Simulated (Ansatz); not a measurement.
# CClFI+ (SMILES F[C+](Cl)I): functionals against CCSD(T) at one geometry

One table from this session's results is given with a row withheld; the runs are named, their logs left out.

Computed with Ansatz 0.2.0, Gaussian basis. Level: single points in def2-TZVPP.

Correlated methods freeze the cores. Filled d shells of the heavier atoms are correlated. Core potentials replace the inner electrons past krypton, and spin-orbit coupling is left out.

### The system as given

SMILES `F[C+](Cl)I`, 4 atoms, charge 1, spin multiplicity 1.

Atoms are counted from 1 here; the program's logs count them from 0.

Bond lengths: F1–C2 1.256 Å, C2–Cl3 1.648 Å, C2–I4 2.017 Å. Angles: F1–C2–Cl3 117.6°, F1–C2–I4 116.8°, Cl3–C2–I4 125.6°.

Coordinates:

```xyz
4
CClFI
F     1.2242    0.2840    0.5222
C     0.1024   -0.0524    0.0681
Cl   -0.4826   -1.5315    0.4995
I    -0.8448    1.2881   -1.1045
```

Set-up of the first run:

Contents of run/in.yaml:

```yaml
crystal:
  periodic: [false, false, false]
  atoms:
    - {symbol: F, position_ang: [1.224200, 0.284000, 0.522200]}
    - {symbol: C, position_ang: [0.102400, -0.052400, 0.068100]}
    - {symbol: Cl, position_ang: [-0.482600, -1.531500, 0.499500]}
    - {symbol: I, position_ang: [-0.844800, 1.288100, -1.104500]}
basis:
  gaussian: {orbitals: def2-TZVPP}
total_charge: 1
correlation: {method: ccsd_t}
output: {forces: true}
```

No record of the launch command was kept for these runs.

Among the steps run: CCSD(T)/def2-TZVPP; PBE0-D4/def2-TZVPP; wB97M-V/def2-TZVPP; r2SCAN-D4/def2-TZVPP; PBE-D4/def2-TZVPP; r2SCANh-D4/def2-TZVPP; B97M-V/def2-TZVPP.

One table of the session follows, with a row left open; its other results are not shown here.

| method | RMS force component (eV/Å) | angle to CCSD(T) forces (°) |
| --- | --- | --- |
| CCSD(T) | 0.473 | reference |
| PBE0-D4 | 0.369 | 24.4 |
| wB97M-V | 0.397 | 17.2 |
| r2SCAN-D4 | ? | ? |
| PBE-D4 | 0.663 | 15.1 |
| r2SCANh-D4 | 0.394 | 17.7 |
| B97M-V | 0.398 | 18.1 |

Q: Estimate the row for r2SCAN-D4 from the others.

As computed: RMS force component (eV/Å): 0.474; angle to CCSD(T) forces (°): 7.3. In the column «RMS force component (eV/Å)» it lies between CCSD(T) (0.473) and PBE-D4 (0.663).
